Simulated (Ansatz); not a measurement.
**GaH₃+ (doublet): the correlation ladder, cc-pVTZ**

Aim: climb from Hartree-Fock through coupled cluster and multireference methods for GaH₃+ (doublet) at one geometry and basis, and see what each rung misses.

Program: Ansatz 0.2.0, Gaussian basis. Level of theory: cc-pVTZ, core rule «outside noble gas», up to 14 orbitals frozen. These are calculated values, not measurements.

Plan: UHF; CCSD(T) on ROHF; CCSD(T) on UHF; BCCD(T) on ROHF; CCSDT(Q) on ROHF; CCSDT(Q) on UHF; CASSCF and MRCISD+Q, 5 electrons in 7 orbitals; CASSCF and NEVPT2, 5 electrons in 7 orbitals.

16 further runs of the same task are left out: 6 for a known fault of the program, 4 that didn't finish, 6 set aside as unsound or not needed.

## Step 1: The geometry

The geometry is a PBE0/def2-TZVP stationary point (not a proven minimum). No spin-orbit coupling is included. The filled d shell of Ga may be among the frozen orbitals whatever the setting's name suggests; the logs give the count.

4 atoms, charge 1, spin multiplicity 2.

Atoms are counted from 1 here; the program's logs count them from 0.

Bond lengths: Ga1–H3 1.532 Å, Ga1–H4 1.532 Å. Angles: H3–Ga1–H4 170.9°.

## Step 2: UHF

in.yaml reads:

```yaml
crystal:
  periodic: [false, false, false]
  atoms:
    - {symbol: Ga, position_ang: [0.000000, 0.025333, 0.000000]}
    - {symbol: H, position_ang: [0.000000, -2.047258, 0.000000]}
    - {symbol: H, position_ang: [0.000000, 0.147438, -1.527170]}
    - {symbol: H, position_ang: [0.000000, 0.147438, 1.527170]}
basis:
  gaussian: {orbitals: cc-pVTZ}
total_charge: 1
magnetization: {spin_polarized: true, initial_magnetization: 1}
hamiltonian: {xc: hf}
output: {orbitals: {seedname: orbitals}}
```

Command:

```sh
$ ansatz run in.yaml --threads 1 --pin off --events-out ev --progress --plain --max-ram 2393MiB
```

Further steps of the session: CCSD(T) on ROHF; CCSD(T) on UHF; BCCD(T) on ROHF; CCSDT(Q) on ROHF; CCSDT(Q) on UHF; CASSCF and MRCISD+Q, 5 electrons in 7 orbitals; CASSCF and NEVPT2, 5 electrons in 7 orbitals.

**Question.** What will the summary of the whole plan be? Wanted: UCCSDT(Q) below the RHF energy; RMP2 from UCCSDT(Q); UMP2 from UCCSDT(Q); RCCSD from UCCSDT(Q); RCCSD(T) from UCCSDT(Q); UCCSD(T) from UCCSDT(Q); RCCSDT(Q) from UCCSDT(Q); NEVPT2 valence from UCCSDT(Q); MRCISD+Q valence from UCCSDT(Q).

**Answer**, as computed:

```
                         quantity                                                                                                   value
   UCCSDT(Q) below the RHF energy                                                                                              -2.1975 eV
              RMP2 from UCCSDT(Q)                                                                                         +11.72 kcal/mol
              UMP2 from UCCSDT(Q)                                                                                         +11.59 kcal/mol
             RCCSD from UCCSDT(Q)                                                                                          +0.91 kcal/mol
          RCCSD(T) from UCCSDT(Q)                                                                                          +0.25 kcal/mol
          UCCSD(T) from UCCSDT(Q)                                                                                          +0.24 kcal/mol
         RCCSDT(Q) from UCCSDT(Q)                                                                                          +0.02 kcal/mol
    NEVPT2 valence from UCCSDT(Q)                                                                                          +5.80 kcal/mol
  MRCISD+Q valence from UCCSDT(Q)                                                                                          -0.30 kcal/mol
levels within 1 kcal/mol (43 meV)  RCCSD, UCCSD, RCCSD(T), UCCSD(T), BCCD(T), RCCSDT, UCCSDT, RCCSDT(Q), MRCISD valence, MRCISD+Q valence
                    T1 diagnostic                                                                                                   0.019
   effectively unpaired electrons                                                                                                    1.02
```

In words: RCCSD(T) misses by +0.25 kcal/mol, 0.5 % of the correlation energy. One determinant dominates. Of the multireference levels listed MRCISD+Q valence comes nearest in total energy (-0.30 kcal/mol), which doesn't show that its space is the better one. These misses are within one basis, not against nature; the frozen cores of restricted and unrestricted runs differ, which can shift their rows.
